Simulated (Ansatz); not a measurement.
**KNH₂: up Jacob's ladder to CCSD(T)**

One table from this session's results is given with a row withheld; the runs are named, their logs left out.

The runs use Ansatz 0.2.0, Gaussian basis; functionals in def2-TZVPP, the program's frozen cores in correlated methods.

The runs, in order: LDA (SPW92), PBE-D4, revPBE-D4, BLYP-D4, r2SCAN-D4, B97M-V, PBE0-D4, B3LYP-D4, r2SCANh-D4, r2SCAN0-D4, HSE06-D4, BHLYP-D4, CAM-B3LYP-D4, LC-ωPBE, ωB97X-V, ωB97M-V, B2PLYP, PBE-QIDH; CCSD(T)/def2-SVP; CCSD(T)/def2-TZVPP; CCSD(T)/def2-QZVPP; extrapolation to the limit; RPA on PBE.

## The geometry

The geometry comes from an earlier relaxation with PBE0-D4 in a triple-zeta def2 set; it is a stationary point.

SMILES `[NH2][K]`, 4 atoms, charge 0, spin multiplicity 1.

Atoms are counted from 1 here; the program's logs count them from 0.

Bond lengths: N1–K2 2.387 Å, N1–H3 1.018 Å, N1–H4 1.018 Å. Angles: K2–N1–H3 128.4°, K2–N1–H4 128.4°, H3–N1–H4 103.1°.

Set-up of the first run:

The input, in.yaml:

```yaml
crystal:
  periodic: [false, false, false]
  atoms:
    - {symbol: N, position_ang: [-0.218868, 0.035482, -0.153147]}
    - {symbol: K, position_ang: [1.762334, -0.394357, 1.107066]}
    - {symbol: H, position_ang: [-1.148660, -0.357698, -0.023670]}
    - {symbol: H, position_ang: [-0.339306, 0.656373, -0.950550]}
basis:
  gaussian: {orbitals: def2-TZVPP}
hamiltonian: {xc: lda}
output: {orbitals: {seedname: orbitals}}
```

Among the steps run: LDA; PBE-D4 (GGA); revPBE-D4 (GGA); BLYP-D4 (GGA); r2SCAN-D4 (meta-GGA); B97M-V (meta-GGA); PBE0-D4 (hybrid); B3LYP-D4 (hybrid); r2SCANh-D4 (hybrid); r2SCAN0-D4 (hybrid); HSE06-D4 (hybrid); BHLYP-D4 (hybrid); CAM-B3LYP-D4 (range-separated); LC-ωPBE-D4 (range-separated; the results give it without D4); ωB97X-V (range-separated); ωB97M-V (range-separated); B2PLYP (double hybrid); PBE-QIDH (double hybrid).

One of the session's tables, all rows but one given; the rest of the session is left out.

It belongs to the step «Orbital energies across the functionals». 

```
  functional  HOMO (eV)  LUMO (eV)  gap (eV)
 LDA (SPW92)      -2.51      -1.39      1.12
      PBE-D4      -2.32      -1.46      0.86
   revPBE-D4      -2.25      -1.53      0.72
     BLYP-D4      -2.24      -1.51      0.73
   r2SCAN-D4          ?          ?         ?
      B97M-V      -2.46      -1.30      1.16
     PBE0-D4      -3.49      -0.96      2.53
    B3LYP-D4      -3.31      -1.22      2.09
  r2SCANh-D4      -2.89      -0.67      2.23
  r2SCAN0-D4      -3.60      -0.54      3.06
    HSE06-D4      -3.08      -1.23      1.85
    BHLYP-D4      -4.65      -0.72      3.94
CAM-B3LYP-D4      -4.91      -0.58      4.32
     LC-ωPBE      -6.23       0.06      6.29
     ωB97X-V      -5.87       0.10      5.97
     ωB97M-V      -5.83      -0.47      5.36
```

Estimate the missing values for r2SCAN-D4.

Worked estimate for «HOMO (eV)». Against the share of exact exchange, r2SCANh-D4 (0.1, -2.89), r2SCAN0-D4 (0.25, -3.60) give a slope of -4.73 per unit share; at 0 the line stands at -2.42.

As computed: HOMO (eV): -2.43; LUMO (eV): -0.76; gap (eV): 1.67. In «HOMO (eV)» the line misses by +0.01.
